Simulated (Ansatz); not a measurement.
**BeSe+ (quartet): from Hartree-Fock to the top rungs at distance Se1–Be2 = 7.806 Å, cc-pVDZ**

Aim: climb from Hartree-Fock through coupled cluster and multireference methods for BeSe+ (quartet) at one geometry and basis, and see what each rung misses.

Computed with Ansatz 0.2.0, Gaussian basis. Level: cc-pVDZ, core rule «outside noble gas», up to 15 orbitals frozen.

Plan: UHF; CCSD(T) on ROHF; CCSD(T) on UHF; BCCD(T) on ROHF; CISD as a restricted active space (open shells left free, so some higher excitations enter); CCSDT(Q) on ROHF; CCSDT(Q) on UHF; CASSCF and MRCISD+Q, 5 electrons in 5 orbitals; CASSCF and NEVPT2, 5 electrons in 5 orbitals; Full CI.

40 further runs of the same task are left out: 18 for a known fault of the program, 17 that didn't finish, 5 set aside as unsound or not needed. Runs told in other sessions of the task aren't counted.

**1. What is computed**

The geometry derives from a PBE0/def2-TZVP stationary point (not a proven minimum). One bond is set to the value named and the two fragments are kept rigid. No spin-orbit coupling is included. The filled d shell of Se may be among the frozen orbitals whatever the setting's name suggests.

2 atoms, charge 1, spin multiplicity 4.

Atoms are counted from 1 here; the program's logs count them from 0.

No contacts short enough for the rule that draws bonds.

As a file:

```
Se    0.00000    0.00000    0.00000
Be    0.00000    0.00000    7.80600
```

**2. UHF**

in.yaml reads:

```yaml
crystal:
  periodic: [false, false, false]
  atoms:
    - {symbol: Se, position_ang: [0.000000, 0.000000, 0.000000]}
    - {symbol: Be, position_ang: [0.000000, 0.000000, 7.806000]}
basis:
  gaussian: {orbitals: cc-pVDZ}
total_charge: 1
magnetization: {spin_polarized: true, initial_magnetization: 3}
hamiltonian: {xc: hf}
output: {orbitals: {seedname: orbitals}}
```

The run is started by

```console
$ ansatz run in.yaml --threads 1 --pin off --events-out ev --progress --plain --max-ram 2393MiB
```

After this run come: CCSD(T) on ROHF; CCSD(T) on UHF; BCCD(T) on ROHF; CISD as a restricted active space (open shells left free, so some higher excitations enter); CCSDT(Q) on ROHF; CCSDT(Q) on UHF; CASSCF and MRCISD+Q, 5 electrons in 5 orbitals; CASSCF and NEVPT2, 5 electrons in 5 orbitals; Full CI.

Q: Predict the results of all the runs planned. Wanted: FCI from the RHF energy; RMP2 from FCI; UMP2 from FCI; RCCSD from FCI; RCCSD(T) from FCI; UCCSD(T) from FCI; RCCSDT(Q) from FCI; UCCSDT(Q) from FCI; NEVPT2 pair from FCI.

As calculated:

| quantity | value |
| --- | --- |
| FCI from the ROHF energy | -2.7915 eV |
| RMP2 from FCI | +947.9 meV |
| UMP2 from FCI | +929.7 meV |
| RCCSD from FCI | +24.2 meV |
| RCCSD(T) from FCI | +6.3 meV |
| UCCSD(T) from FCI | -11.0 meV |
| RCCSDT(Q) from FCI | +0.4 meV |
| UCCSDT(Q) from FCI | -16.8 meV |
| NEVPT2 pair from FCI | +673.3 meV |
| levels within 1 kcal/mol (43 meV) | RCCSD, UCCSD, RCCSD(T), UCCSD(T), BCCD(T), RCCSDT, UCCSDT, RCCSDT(Q), UCCSDT(Q) |
| T1 diagnostic | 0.009 |
| effectively unpaired electrons | 3.16 |

What this shows: RCCSD(T) misses by +6.3 meV, 0.2 % of the correlation energy. UCCSD(T), UCCSDT, UCCSDT(Q) fall below full CI: unrestricted runs freeze a spin-polarised core, another one than full CI's, and coupled cluster isn't variational. One determinant dominates. Coupled cluster took another determinant than the lowest Hartree-Fock one. These misses are within one basis, not against nature; the frozen cores of restricted and unrestricted runs differ, which can shift their rows.

Levels on UHF freeze UHF's core orbitals, full CI those of ROHF, so the U rows can settle a little off it for that reason alone.

With open shells the CI space here admits some higher excitations, so it is larger than plain CISD.
